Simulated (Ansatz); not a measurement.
# Sn26H32 hole sphere (Sn26H31Br): reading failed and doubtful runs

Aim: try 1 input for Sn26H32 hole sphere (Sn26H31Br) as typed, read how each ends, and find what has to change.

Method: the settings change from run to run; program: Ansatz 0.2.0, Gaussian basis.

1 further run of the same task is left out (set aside as unsound or not needed). Runs told in other sessions of the task aren't counted.

**1. The molecule**

The structure was relaxed beforehand with r2SCAN-D4/def2-SVP. Sn takes a core potential in def2 sets; no spin-orbit term is included.

58 atoms, charge 0, spin multiplicity 1.

Atoms are counted from 1 here; the program's logs count them from 0.

Bond lengths: Sn1–Sn17 2.801 Å, Sn1–Sn18 2.812 Å, Sn1–H28 1.723 Å, Sn1–H29 1.723 Å, Sn2–Sn18 2.813 Å, Sn2–Sn19 2.803 Å, Sn2–H30 1.726 Å, Sn2–H31 1.718 Å, Sn3–Sn17 2.801 Å, Sn3–Sn20 2.810 Å, Sn3–H32 1.723 Å, Sn3–H33 1.723 Å, Sn4–Sn20 2.811 Å, Sn4–Sn21 2.802 Å, Sn4–H34 1.723 Å, Sn4–H35 1.723 Å, Sn5–Sn17 2.801 Å, Sn5–Sn22 2.811 Å and more. Angles: Sn17–Sn1–Sn18 110.8°, Sn17–Sn1–H28 110.2°, Sn17–Sn1–H29 109.9°, Sn18–Sn1–H28 109.5°, Sn18–Sn1–H29 109.3°, H28–Sn1–H29 107.1°, Sn18–Sn2–Sn19 109.7°, Sn18–Sn2–H30 108.1°, Sn18–Sn2–H31 111.1°, Sn19–Sn2–H30 109.2°, Sn19–Sn2–H31 111.1°, H30–Sn2–H31 107.6°, Sn17–Sn3–Sn20 110.3°, Sn17–Sn3–H32 110.3°, Sn17–Sn3–H33 110.1°, Sn20–Sn3–H32 109.5°, Sn20–Sn3–H33 109.6°, H32–Sn3–H33 107.1° and more.

**2. Attempt 1**

in.yaml reads:

```yaml
crystal:
  periodic: [false, false, false]
  atoms:
    - {symbol: Sn, position_ang: [-4.855325, -1.609690, -1.553114]}
    - {symbol: Sn, position_ang: [-4.858872, 1.724214, 1.632056]}
    - {symbol: Sn, position_ang: [-1.622598, -4.849622, -1.603579]}
    - {symbol: Sn, position_ang: [1.679463, -4.834534, 1.640976]}
    - {symbol: Sn, position_ang: [-1.671521, -1.632030, -4.826058]}
    - {symbol: Sn, position_ang: [-1.596914, 1.604060, -1.566996]}
    - {symbol: Sn, position_ang: [1.614884, -1.590346, -1.610460]}
    - {symbol: Sn, position_ang: [1.610087, 1.633655, -4.883031]}
    - {symbol: Sn, position_ang: [-1.558557, -1.592485, 1.648043]}
    - {symbol: Sn, position_ang: [-1.732604, 1.544902, 4.734502]}
    - {symbol: Sn, position_ang: [1.712907, -1.611491, 4.888219]}
    - {symbol: Sn, position_ang: [1.669232, 1.639090, 1.567864]}
    - {symbol: Sn, position_ang: [1.675179, 4.869949, -1.678980]}
    - {symbol: Sn, position_ang: [-1.553552, 4.929916, 1.616163]}
    - {symbol: Sn, position_ang: [4.894286, 1.635021, -1.698197]}
    - {symbol: Sn, position_ang: [4.906067, -1.604021, 1.624847]}
    - {symbol: Sn, position_ang: [-3.277614, -3.243469, -3.192452]}
    - {symbol: Sn, position_ang: [-3.247787, 0.020734, 0.078486]}
    - {symbol: Sn, position_ang: [-3.238563, 3.368093, 3.221910]}
    - {symbol: Sn, position_ang: [0.025603, -3.247936, 0.013702]}
    - {symbol: Sn, position_ang: [3.314316, -3.232638, 3.257348]}
    - {symbol: Sn, position_ang: [-0.010722, 0.008958, -3.260421]}
    - {symbol: Sn, position_ang: [0.040458, 3.294036, -0.021043]}
    - {symbol: Sn, position_ang: [3.313213, 0.010402, -0.036029]}
    - {symbol: Sn, position_ang: [3.272918, 3.250239, -3.312592]}
    - {symbol: Sn, position_ang: [0.106393, 0.012593, 3.254171]}
    - {symbol: Br, position_ang: [-3.491818, -0.219531, 5.317833]}
    - {symbol: H, position_ang: [-5.883391, -2.575049, -0.563946]}
    - {symbol: H, position_ang: [-5.874549, -0.614643, -2.523050]}
    - {symbol: H, position_ang: [-5.787783, 2.707276, 0.560168]}
    - {symbol: H, position_ang: [-5.959545, 0.824848, 2.596179]}
    - {symbol: H, position_ang: [-2.572440, -5.885966, -0.607665]}
    - {symbol: H, position_ang: [-0.646745, -5.860872, -2.600903]}
    - {symbol: H, position_ang: [2.659147, -5.851536, 0.653305]}
    - {symbol: H, position_ang: [0.709732, -5.865092, 2.623665]}
    - {symbol: H, position_ang: [-2.650371, -0.644543, -5.843826]}
    - {symbol: H, position_ang: [-0.697280, -2.609725, -5.857891]}
    - {symbol: H, position_ang: [-2.608603, 2.604792, -2.553057]}
    - {symbol: H, position_ang: [2.606651, -2.586950, -2.620184]}
    - {symbol: H, position_ang: [0.618790, 2.615482, -5.894222]}
    - {symbol: H, position_ang: [2.557926, 0.635902, -5.920160]}
    - {symbol: H, position_ang: [-2.511582, -2.613518, 2.659932]}
    - {symbol: H, position_ang: [-1.199283, 2.091442, 6.282515]}
    - {symbol: H, position_ang: [0.707440, -2.568501, 5.904938]}
    - {symbol: H, position_ang: [2.689250, -0.623004, 5.906268]}
    - {symbol: H, position_ang: [2.676526, 2.636749, 2.561828]}
    - {symbol: H, position_ang: [0.684556, 5.898274, -2.643504]}
    - {symbol: H, position_ang: [2.658650, 5.890221, -0.698296]}
    - {symbol: H, position_ang: [-2.514965, 5.969500, 0.634509]}
    - {symbol: H, position_ang: [-0.557347, 5.938438, 2.596162]}
    - {symbol: H, position_ang: [5.904806, 0.638648, -2.675209]}
    - {symbol: H, position_ang: [5.931315, 2.612607, -0.729777]}
    - {symbol: H, position_ang: [5.941648, -2.577387, 0.650713]}
    - {symbol: H, position_ang: [5.919527, -0.599351, 2.591004]}
    - {symbol: H, position_ang: [-4.293720, -4.239124, -4.175163]}
    - {symbol: H, position_ang: [-4.173157, 4.353792, 4.289282]}
    - {symbol: H, position_ang: [4.325823, -4.227868, 4.245432]}
    - {symbol: H, position_ang: [4.260613, 4.242990, -4.326714]}
basis:
  gaussian: {orbitals: def2-SVP, fitting: {mean_field: def2-universal-jkfit}}
hamiltonian: {xc: {name: wB97X-D}, dispersion: d3bj}
scf: {lower_state_search: off}
```

Run with:

```sh
$ ansatz run in.yaml --threads 11 --pin off --events-out ev --progress --plain --max-ram 174080MiB --backend cuda --devices 0, --max-vram 75GiB
```

Before running them: what should the planned runs give, taken together?

**Answer**, as computed:

| attempt | level | ended | cause | time |
| --- | --- | --- | --- | --- |
| 1 | wB97X-D/def2-SVP | refused | the method's name isn't one that the program takes here | 0.05 s |

In words: 1 refused. A refusal costs next to no computing time.
